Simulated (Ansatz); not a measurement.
# AlBrFHS with the probe K+: a probe moved round a molecule, part 2 of 2

A grid of calculations on AlBrFHS (SMILES [F][Al]([SH])[Br]) with the probe K+, to see where the energy is lowest and how it rises around there.

Ansatz 0.2.0; RKS PBE-D4/def2-SVP.

### 3 Reference: K+ by itself, as typed

Input file input.yaml:

```yaml
crystal:
  periodic: [false, false, false]
  atoms:
    - { symbol: K, position_ang: [0.0, 0.0, 0.0] }
total_charge: 1
basis:
  gaussian: { orbitals: def2-SVP }
hamiltonian:
  xc: pbe
```

Run with:

```console
$ ansatz run input.yaml --threads 1 --pin off --max-ram 2560MiB --backend cpu --events-out ev --progress --plain --runs-dir out
```

Output, cut to the lines that bear on the results:

```text
Warning: RAYON_NUM_THREADS=1 ignored (pool sized by the plan → 1); use --threads N
Engine: ansatz 0.2.0, aarch64-unknown-linux-gnu
Functional definition: PBE
  parameter kappa = 0.804
  parameter beta = 0.06672455060314922
  exchange = pbe_x(kappa = kappa, mu = beta*pi^2/3)
  correlation = pbe_c(beta = beta)
231 factors; their error is unknown
mean field evaluation 1: about -16311.8972 eV, gradient 4.8e-2 eV
mean field evaluation 2: about -16311.8610 eV, gradient 7.0e-2 eV
mean field evaluation 4: about -16311.8611 eV, gradient 6.8e-5 eV
mean field evaluation 8: about -16311.8611 eV, gradient 2.0e-6 eV
mean field -16311.86105162 eV, -599.4498370704 hartree, gradient 2.0e-6 eV, S^2 0.000000; 0 other end points of the search recorded, 0 dependent functions left out
reference -16311.86106573 eV, -599.4498375890 hartree; 9, 9 occupied and 15, 15 virtual orbitals, 231 factors
Total energy: -16311.86106573 eV, -599.4498375890 hartree
```

Wall time 0.37 s (1 thread of Arm Neoverse V2, shared host); peak memory 0.073 GiB.

### 4 Setting up the map

The probe is moved over the plane through the molecule's long axis and the normal of its main plane (x and y are the axes of that plane, centred on the molecule).

The axes are (1) x of the probe's K atom: 13 values from −6.12 Å; (2) z of the probe's K atom: 7 values from −3.06 Å.

Nothing else is relaxed (molecule and probe rigid). Energies count from molecule and probe far apart, each relaxed in its own basis (no counterpoise correction). Points are written as (first, second).

The probe K+ moves over a plane: the plane through the molecule's long axis and the normal of its main plane. The molecule is turned into the frame of its main axes, as the inputs below show.

Of the runs on the grid, 1 are shown in the steps below; the others differ only in the two coordinates.

### 5 The run at (−5.10 Å, 1.02 Å)

Input file input.yaml:

```yaml
crystal:
  periodic: [false, false, false]
  atoms:
    - { symbol: F, position_ang: [0.129869, 1.796508, 1.3e-05] }
    - { symbol: Al, position_ang: [0.020733, 0.126667, -3.4e-05] }
    - { symbol: S, position_ang: [1.843875, -1.060784, 1.0e-05] }
    - { symbol: Br, position_ang: [-1.994477, -0.86239, 1.0e-05] }
    - { symbol: H, position_ang: [2.624307, 0.059215, -0.000193] }
    - { symbol: K, position_ang: [-5.1, 0.0, 1.02] }
total_charge: 1
basis:
  gaussian: { orbitals: def2-SVP }
hamiltonian:
  xc: pbe
  dispersion: d4
output:
  forces: true
```

Run with:

```console
$ ansatz run input.yaml --threads 1 --pin off --max-ram 2560MiB --backend cpu --events-out ev --progress --plain --runs-dir out
```

Output, cut to the lines that bear on the results:

```text
Warning: RAYON_NUM_THREADS=1 ignored (pool sized by the plan → 1); use --threads N
[...]
[... 1 set-up line as earlier in the session ...]
[...]
1225 factors; their error is unknown
[...]
mean field -106491.43202143 eV, -3913.4879443024 hartree, gradient 4.3e-5 eV, S^2 0.000000; 0 other end points of the search recorded, 0 dependent functions left out
[...]
reference -106491.43210866 eV, -3913.4879475080 hartree; 46, 46 occupied and 65, 65 virtual orbitals, 1225 factors
Total energy: -106491.59556305 eV, -3913.4939543461 hartree
Atom 0 at     0.129869     1.796508     0.000013 Å, force    -0.277332    -0.146180     0.023229 eV/Å
Atom 1 at     0.020733     0.126667    -0.000034 Å, force     1.173293     0.436196    -0.021996 eV/Å
Atom 2 at     1.843875    -1.060784     0.000010 Å, force    -0.294297    -0.063665     0.008640 eV/Å
Atom 3 at    -1.994477    -0.862390     0.000010 Å, force    -0.620920    -0.300887     0.007830 eV/Å
Atom 4 at     2.624307     0.059215    -0.000193 Å, force    -0.036139     0.052207    -0.004751 eV/Å
Atom 5 at    -5.100000     0.000000     1.020000 Å, force     0.055395     0.022329    -0.012951 eV/Å
Dipole moment:    -2.898701     0.283265     0.716785 e Å
```

It took 4.3 s on 1 thread of Arm Neoverse V2, shared host; peak memory 0.16 GiB.

On the map this point reads −3170 cm⁻¹.

### 6 The map

41 points were computed, 11 more follow by symmetry, and 39 have no value (skipped by design, atoms too close, or no result). Energies in cm⁻¹, from molecule and probe far apart, each relaxed in its own basis (no counterpoise correction):

| z of the probe's K atom (Å) ↓, x of the probe's K atom (Å) → | −6.12 | −5.10 | −4.08 | −3.06 | −2.04 | −1.02 | 0.00 | 1.02 | 2.04 | 3.06 | 4.08 | 5.10 | 6.12 |
| --- | --- | --- | --- | --- | --- | --- | --- | --- | --- | --- | --- | --- | --- |
| 3.06 | −1180 | −2097 | −2934 | −2789 | −1663 | −314 | 384 | −208 | −1289 | −1785 | −1908 | −851 | −92 |
| 2.04 | −1758 | −2946 | −2858 | – | – | – | – | – | – | 5595 | −603 | −1230 | −289 |
| 1.02 | −2227 | −3170 | – | – | – | – | – | – | – | – | – | −300 | −390 |
| 0.00 | −2402 | −3156 | – | – | – | – | – | – | – | – | – | 117 | −405 |
| −1.02 | −2227 | −3170 | – | – | – | – | – | – | – | – | – | −300 | −390 |
| −2.04 | −1758 | −2946 | −2858 | – | – | – | – | – | – | 5600 | −601 | −1229 | −288 |
| −3.06 | −1180 | −2097 | −2934 | −2789 | −1663 | −313 | 385 | −206 | −1287 | −1783 | −1907 | −850 | −92 |

Geometry at the lowest point:

```xyz
6

F     0.130    1.796    0.000
Al    0.021    0.127    0.000
S     1.844   -1.061    0.000
Br   -1.994   -0.862    0.000
H     2.624    0.059    0.000
K    -5.100    0.000   -1.020
```

### 7 What came out

This closing draws on all 2 parts.

| quantity | value |
| --- | --- |
| lowest point | (−5.10 Å, −1.02 Å) [nearest 1 Br at 3.38 Å], −3170 cm⁻¹ |
| highest computed point (blank points may lie higher) | (3.06 Å, −2.04 Å), 8769 cm⁻¹ above the lowest |
| time for the whole task | 6.4 min on 1 thread, shared host |

**Reading.** The lowest computed point is at (−5.10 Å, −1.02 Å) [nearest 1 Br at 3.38 Å], −3170 cm⁻¹ from molecule and probe far apart, each relaxed in its own basis (no counterpoise correction). The grid is coarse, so the lowest point of the scanned range may lie between grid points; coordinates that were held can hide deeper minima. The highest computed point, (3.06 Å, −2.04 Å) [nearest 1 H at 2.09 Å], lies 8769 cm⁻¹ above the lowest. Between some neighbouring points the energy changes steeply, from close contacts of the rigid frames or a change of state; the map doesn't tell which. No counterpoise correction was made, so wells between separate parts tend to come out somewhat too deep.
